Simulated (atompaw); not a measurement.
# Pseudopotential generation for As: PAW (atompaw), PBE

Do these settings give a usable potential? It is generated, then checked for scattering, ghosts and hardness.

The numbers are computed with atompaw 4.2.0.5 (PBE, scalar-relativistic, spin-unpolarised reference atom).

**1. Settings**

The settings as typed:

```
element                 : arsenic (As, Z = 33)
type                    : PAW
frozen core             : [Ar] 3d10
valence charge          : 5
reference configuration : 4s2 4p3
partial waves           : 4s (bound): rc 2.30 bohr; 4s channel at 0.45 Ry: rc 2.30 bohr; 4p (bound): rc 2.30 bohr; 4p channel at 0.6 Ry: rc 2.30 bohr
local potential         : troulliermartins scheme with l = 2 at 1 Ry, radius 2.05 bohr
core correction         : smooth core density matched at 2.10 bohr
augmentation charge     : besselshape compensation charge, radius 2.20 bohr; PAW radius 2.30 bohr; waves and projectors: custom polynom2 7 10 vanderbiltortho
```

**2. Generation**

The input, As.input:

```
As 33
GGA-PBE scalarrelativistic loggrid 1500 logderivrange -3 5 201
4 4 3 0 0 0
4 1 3
0 0 0
c
c
c
v
c
c
v
c
1
2.30 2.20 2.05 2.10
y
0.45
n
y
0.6
n
custom polynom2 7 10 vanderbiltortho besselshape
2 1 troulliermartins
2.30
2.30
2.30
2.30
PWSCFOUT
UPFDX 0.0125d0 UPFXMIN -7.d0 UPFZMESH 33.d0
END
```

On the command line:

```
atompaw < As.input > As.log
```

Before running it: what results should come out? Wanted: cutoffs for 10 and 1 mRy, occupied levels; bound ghosts; largest phase difference near zero energy, channels read; lowest eigenvalue of the overlap; share of valence orbitals outside the PAW sphere; UPF file.

As calculated:

| quantity | value |
| --- | --- |
| cutoffs for 10 and 1 mRy, occupied levels | 8 Ry and 18 Ry |
| bound ghosts | none found |
| largest phase difference near zero energy, channels read | 0.000 rad |
| lowest eigenvalue of the overlap (Bessel basis) | 0.270 (s) |
| share of valence orbitals outside the PAW sphere | 4s 26 %, 4p 52 % |
| UPF file | written |

In words: By its cutoff, 8 Ry for the looser tolerance, it is soft on the atom at that tolerance. The slowest occupied level is 4p: taken alone it needs 15 Ry to come within 1 mRy, against 10 Ry for 4s. No bound ghost shows below the valence levels. Near zero energy the phases of the channels with partial waves agree within 0.001 rad.
